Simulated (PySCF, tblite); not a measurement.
# C5H9BOSi: geometry, infrared bands and NMR shifts

Wanted: the infrared bands and NMR shifts of C5H9BOSi (`C=C1CB(C)[SiH2]C1=O`), by calculation.

Programs: tblite 0.8.0 and PySCF 2.14.0, with density-fitted response routines of our own. Each step states its level of theory. These are calculated values for one molecule in the gas phase, unless marked as measured. Atoms count from 0, in the outputs and in this text.

### 1 The molecule as given

17 atoms, charge 0, multiplicity 1; geometry from: force field or distance geometry start.

Bonds of the start (Å): C0–C1 1.36, C1–C2 1.45, C2–B3 1.60, B3–C4 1.60, B3–Si5 1.99, Si5–C6 1.88, C6–O7 1.27, C6–C1 1.47, C0–H8 1.08, C0–H9 1.08, C2–H10 1.13, C2–H11 1.09, C4–H12 1.12, C4–H13 1.10, C4–H14 1.11, Si5–H15 1.45, Si5–H16 1.45.

### 2 Relaxing the molecule with GFN2-xTB

The job: settings as JSON, then the geometry in Å.

```
{"job": {"kind": "relax", "xc": "GFN2-xTB", "basis": "xTB"}, "charge": 0, "multiplicity": 1}
C      2.191200     0.018000     0.457400
C      1.020700    -0.493800     0.001700
C      0.405900    -0.117900    -1.252300
B     -1.017100     0.459100    -0.792400
C     -1.029000     1.833500     0.034000
Si    -1.543100    -1.155100     0.245300
C      0.236000    -1.511400     0.718400
O      0.648600    -2.426900     1.489100
H      2.660600     0.761100    -0.174600
H      2.616100    -0.285200     1.402600
H      0.201900    -1.063500    -1.829600
H      0.961300     0.621500    -1.835600
H     -0.424100     2.619600    -0.475500
H     -2.050300     2.156600     0.267500
H     -0.460200     1.606900     0.961500
H     -2.075900    -2.177400    -0.627900
H     -2.349500    -0.833100     1.400400
```

Started as:

```
OMP_NUM_THREADS=1 python probes_run.py task.json out
```

One launch serves the whole session: the jobs run in the order shown.

**Question.** This job is followed by: GFN2-xTB harmonic vibrations, gas phase; GIAO PBE0/pcSseg-1 NMR shielding, non-relativistic, gas phase. What will the session give for the following? strongest single infrared mode (GFN2-xTB); zero-point energy (GFN2-xTB); ¹³C shifts against TMS (PBE0/pcSseg-1); ¹H shifts against TMS (PBE0/pcSseg-1, means over atoms taken as alike); ¹¹B shifts against BF3·OEt2 (PBE0/pcSseg-1); ²⁹Si shifts against TMS (PBE0/pcSseg-1); ¹⁷O shifts against H2O (PBE0/pcSseg-1).

As calculated:

```
                                                              quantity                                value
                             strongest single infrared mode (GFN2-xTB)                2213 cm⁻¹, 427 km/mol
                                          zero-point energy (GFN2-xTB)                        77.2 kcal/mol
                                ¹³C shifts against TMS (PBE0/pcSseg-1)  244.8, 156.7, 123.1, 51.1, 20.9 ppm
¹H shifts against TMS (PBE0/pcSseg-1, means over atoms taken as alike)     6.04, 5.25, 3.89, 3.21, 1.67 ppm
                           ¹¹B shifts against BF3·OEt2 (PBE0/pcSseg-1)                            112.0 ppm
                               ²⁹Si shifts against TMS (PBE0/pcSseg-1)                           -103.3 ppm
                                ¹⁷O shifts against H2O (PBE0/pcSseg-1)                            851.6 ppm
```

Over 151 steps the energy fell by 1.128 eV; of the close pairs, Si5–C6 changed most, 1.875 to 1.939 Å. No mode is imaginary among the 45: a minimum at this level. The strongest single mode, at 2213 cm⁻¹, moves mainly H16. Unscaled tight-binding wavenumbers are off by several per cent, some by more. Its intensities can rank the bands wrongly. At PBE0/pcSseg-1: The widest tensor belongs to O7: span 1828 ppm, with a paramagnetic part of -914 ppm.
